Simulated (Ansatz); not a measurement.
The first iterations of a band of a periodic cell of 26 atoms, Mg6HO6 (surface MgO(111), adsorbate H2, already come apart at the first end).

Method: DFT PBE, scalar-relativistic, plane waves, PAW in Ansatz 0.2.0. Settings: PAW set soft_1, cutoff 420 eV, k mesh 2x2x1, gaussian smearing 0.05 eV, no spin polarisation.

```json
{
 "movable images": "5",
 "climbing image": "yes",
 "spring": "5.0 eV/Å²",
 "optimiser": "quadratic models (default)",
 "start path": "IDPP",
 "force threshold": "0.05 eV/Å",
 "iteration limit": "70",
 "end points": "relaxed",
 "atoms held": "1 to 8"
}
```

Image 0:

```xyz
26
Lattice="5.3245 0.0000 0.0000 2.6623 4.6112 0.0000 0.0000 0.0000 17.4343" Properties=species:S:1:pos:R:3
Mg 0.000 0.000 1.000
O 3.993 3.843 2.087
Mg 1.331 2.306 1.000
O 2.662 1.537 2.087
Mg 2.662 0.000 1.000
O 6.656 3.843 2.087
Mg 3.993 2.306 1.000
O 5.325 1.537 2.087
Mg 5.327 3.077 3.489
O 1.331 2.304 4.675
Mg 3.993 0.764 3.490
O -0.003 0.001 4.692
Mg 2.660 3.077 3.489
O 3.993 2.303 4.661
Mg 1.331 0.765 3.493
O 5.328 4.612 4.692
Mg 2.662 1.555 6.032
O 3.993 0.776 7.169
Mg 3.994 3.817 6.050
O 5.307 3.041 7.265
Mg 5.323 1.555 6.031
O 1.330 0.763 7.143
Mg 6.656 3.824 6.110
O 2.680 3.041 7.265
H 1.325 0.713 8.102
H 3.987 1.065 8.086
```

Image 6:

Only the atoms that move by more than 0.05 Å are listed.
```
O18 4.014 0.799 7.265
O20 5.318 3.071 7.165
H25 1.340 0.774 8.103
H26 5.075 2.930 8.085
```

| iteration | highest image above the first end (eV) | largest band force component (eV/Å) |
| --- | --- | --- |
| 1 | 3.021 | 5.309 |
| 2 | 1.726 | 3.592 |
| 3 | 0.796 | 6.070 |

Problem. Does the band converge within its limit, and where does its top end?

Solution. The run converged. It ended after 10 iterations with the highest image 0.423 eV above the first end. By the program's own check the climbing image is of a kind that is not told: the force calls were inconclusive, a negative curvature could not be distinguished from the path's own, the only one lies far off the path, or fixed occupations may fill a level only in part (lowest curvatures found: -9.19 and 0.57 eV/Å²). Limits of this set-up: coarse k mesh, thin slab, slab without dipole correction, no dispersion correction for a molecule that may bind weakly.

Time of the run: 13 min on 2 threads of Arm Neoverse V1, with other jobs on the host, peak memory 1.5 GiB.
